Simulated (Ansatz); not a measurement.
# CH2Fe: the cost of one run

Program: Ansatz 0.2.0, Gaussian basis. Level of theory: def2-TZVPP, core rule «outside noble gas», up to 10 orbitals frozen. These are calculated values, not measurements.

To be run: UHF; CCSD(T) on ROHF; CCSD(T) on UHF; CCSDT(Q) on ROHF; CCSDT(Q) on UHF.

5 further runs of the same task are left out: 1 for a known fault of the program, 4 set aside as unsound or not needed.

### 1 What is computed

The geometry is a PBE0/def2-TZVP stationary point (not a proven minimum) of the parent state, kept for this charge and spin.

4 atoms, charge 1, spin multiplicity 2.

Atoms are counted from 1 here; the program's logs count them from 0.

Bond lengths: Fe1–C2 1.704 Å, C2–H3 1.095 Å, C2–H4 1.095 Å. Angles: Fe1–C2–H3 123.7°, Fe1–C2–H4 123.7°, H3–C2–H4 112.5°.

### 2 UHF

Input file in.yaml:

```yaml
crystal:
  periodic: [false, false, false]
  atoms:
    - {symbol: Fe, position_ang: [0.000000, 0.000000, 0.359550]}
    - {symbol: C, position_ang: [0.000000, 0.000000, -1.344055]}
    - {symbol: H, position_ang: [0.000000, -0.910904, -1.952507]}
    - {symbol: H, position_ang: [0.000000, 0.910904, -1.952507]}
basis:
  gaussian: {orbitals: def2-TZVPP}
total_charge: 1
magnetization: {spin_polarized: true, initial_magnetization: 1}
hamiltonian: {xc: hf}
output: {orbitals: {seedname: orbitals}}
```

On the command line:

```console
ansatz run in.yaml --threads 1 --pin off --events-out ev --progress --plain --max-ram 4096MiB --backend cpu
```

**Question.** How long does this run take on 1 thread of AMD EPYC 7R13, shared host, and how much memory does it need?

About 82 s, with a peak of 0.35 GiB.
